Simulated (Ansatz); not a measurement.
# CH3O2Si: the cost of one run

All numbers below are computed with Ansatz 0.2.0 (RKS B3LYP-D4/def2-SVP).

## (1) The starting structure

Bond lengths: O1–Si2 1.483 Å, Si2–C3 1.885 Å, C3–O4 1.412 Å, C3–H5 1.112 Å, C3–H6 1.112 Å, O4–H7 0.966 Å. Angles: O1–Si2–C3 173.7°, Si2–C3–O4 101.9°, Si2–C3–H5 110.9°, Si2–C3–H6 110.9°, O4–C3–H5 112.4°, O4–C3–H6 112.4°, H5–C3–H6 108.2°, C3–O4–H7 111.7°.

Coordinates:

```xyz
7

O    -1.0048   -0.3031    2.7522
Si   -0.3746    0.0225    1.4497
C     0.3152    0.2808   -0.2850
O    -0.3427   -0.7333   -1.0147
H     0.0738    1.2986   -0.6610
H     1.4203    0.1610   -0.2948
H    -0.0872   -0.7265   -1.9463
```

## (2) End point A

The input, input.yaml:

```yaml
crystal:
  periodic: [false, false, false]
  atoms:
    - { symbol: O, position_ang: [-1.00484, -0.30309, 2.75217] }
    - { symbol: Si, position_ang: [-0.37457, 0.0225, 1.44967] }
    - { symbol: C, position_ang: [0.31518, 0.28078, -0.28497] }
    - { symbol: O, position_ang: [-0.34268, -0.73334, -1.01473] }
    - { symbol: H, position_ang: [0.07377, 1.29859, -0.66103] }
    - { symbol: H, position_ang: [1.4203, 0.16103, -0.29479] }
    - { symbol: H, position_ang: [-0.08716, -0.72647, -1.94633] }
total_charge: 1
basis:
  gaussian: { orbitals: def2-SVP }
hamiltonian:
  xc: b3lyp
  dispersion: d4
relax:
  f_tol: 0.015
  max_steps: 40
```

On the command line:

```
> ansatz run input.yaml --threads 1 --pin off --max-ram 2048MiB --backend cpu --events-out ev --progress --plain --runs-dir out
```

**Question.** How long does this run take on 1 thread of Arm Neoverse V1, shared host, and how much memory does it need?

About 59 s, with a peak of 0.14 GiB.
